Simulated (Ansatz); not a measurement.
# H6OSi2: the cost of one run

Method: PBE0-D4/def2-TZVP structures, single points in def2-TZVPP, no counterpoise correction; program: Ansatz 0.2.0, Gaussian basis.

Levels: SPW92, PBE-D4, BLYP-D4, r2SCAN-D4, B97M-V, PBE0-D4, B3LYP-D4, r2SCAN0-D4, BHLYP-D4, CAM-B3LYP-D4, wB97X-V, wB97M-V, B2PLYP, PBE-QIDH, RPA on PBE, Hartree-Fock, MP2, CCSD, CCSD(T).

Cores are frozen in the correlated methods. B3LYP uses VWN-RPA correlation. B2PLYP carries no dispersion term here.

113 further runs of the same task are left out: 113 set aside as unsound or not needed.

### 1 Starting geometry

The complex: 15 atoms, charge 0, spin multiplicity 1.

Atoms are counted from 1 here; the program's logs count them from 0.

Bond lengths: Si1–H2 1.501 Å, Si1–O3 1.660 Å, Si1–H5 1.477 Å, Si1–H6 1.481 Å, O3–Si4 1.627 Å, Si4–H11 1.484 Å, Si4–H12 1.489 Å, Si4–H13 1.489 Å, H7–N8 1.015 Å, N8–H14 1.013 Å, N8–H15 1.014 Å, H9–F10 0.935 Å. Angles: H2–Si1–O3 101.9°, H2–Si1–H5 113.8°, H2–Si1–H6 113.8°, O3–Si1–H5 102.4°, O3–Si1–H6 104.6°, H5–Si1–H6 117.6°, Si1–O3–Si4 144.2°, O3–Si4–H11 108.9°, O3–Si4–H12 110.7°, O3–Si4–H13 110.9°, H11–Si4–H12 109.0°, H11–Si4–H13 109.1°, H12–Si4–H13 108.3°, H7–N8–H14 108.2°, H7–N8–H15 107.4°, H14–N8–H15 107.5°.

Geometry (Å):

```mol
FH10NOSi2
  3D, bonds by distance, orders not assigned

 15 12  0  0  0  0  0  0  0  0999 V2000
    0.4294    0.0036    0.4660 Si  0  0
   -1.0701    0.0537    0.4220 H   0  0
    0.7231   -1.6220    0.3006 O   0  0
    0.6129   -2.8865   -0.7175 Si  0  0
    0.9966    0.2950    1.7979 H   0  0
    1.0829    0.6239   -0.7099 H   0  0
   -0.6141    2.7746    0.0010 H   0  0
   -0.0380    2.4136    0.7546 N   0  0
   -1.8834    0.9806   -0.5706 H   0  0
   -2.2975    1.6836   -1.0271 F   0  0
    1.2227   -4.0763   -0.0725 H   0  0
   -0.8113   -3.1834   -1.0359 H   0  0
    1.3277   -2.6040   -1.9928 H   0  0
    0.8349    2.9276    0.7589 H   0  0
   -0.5156    2.6161    1.6253 H   0  0
  1  2  8  0
  1  3  8  0
  1  5  8  0
  1  6  8  0
  3  4  8  0
  4 11  8  0
  4 12  8  0
  4 13  8  0
  7  8  8  0
  8 14  8  0
  8 15  8  0
  9 10  8  0
M  END
```

Its parts: Si₂H₆O holds atoms 1, 2, 3, 4, 5, 6, 11, 12, 13; NH₃ holds atoms 7, 8, 14, 15; HF holds atoms 9, 10. Each part counts its atoms afresh in its own runs.

### 2 Relaxing Si₂H₆O alone

File relax-a/in.yaml:

```yaml
crystal:
  periodic: [false, false, false]
  atoms:
    - {symbol: Si, position_ang: [0.429401, 0.003602, 0.466025]}
    - {symbol: H, position_ang: [-1.070135, 0.053714, 0.422021]}
    - {symbol: O, position_ang: [0.723061, -1.622038, 0.300644]}
    - {symbol: Si, position_ang: [0.612925, -2.886543, -0.717519]}
    - {symbol: H, position_ang: [0.996551, 0.294978, 1.797852]}
    - {symbol: H, position_ang: [1.082895, 0.623896, -0.709861]}
    - {symbol: H, position_ang: [1.222665, -4.076311, -0.072545]}
    - {symbol: H, position_ang: [-0.811273, -3.183414, -1.035892]}
    - {symbol: H, position_ang: [1.327738, -2.603961, -1.992841]}
basis:
  gaussian: {orbitals: def2-TZVP}
hamiltonian: {xc: pbe0, dispersion: d4}
relax: {f_tol: 0.005, max_steps: 200}
```

Launch:

```
$ ansatz run in.yaml --threads 8 --pin off --events-out ev --progress --plain --max-ram 19148MiB
```

**Question.** How long does this run take on 8 threads of Intel Xeon at 2.70GHz, shared host?

About 9.5 s.
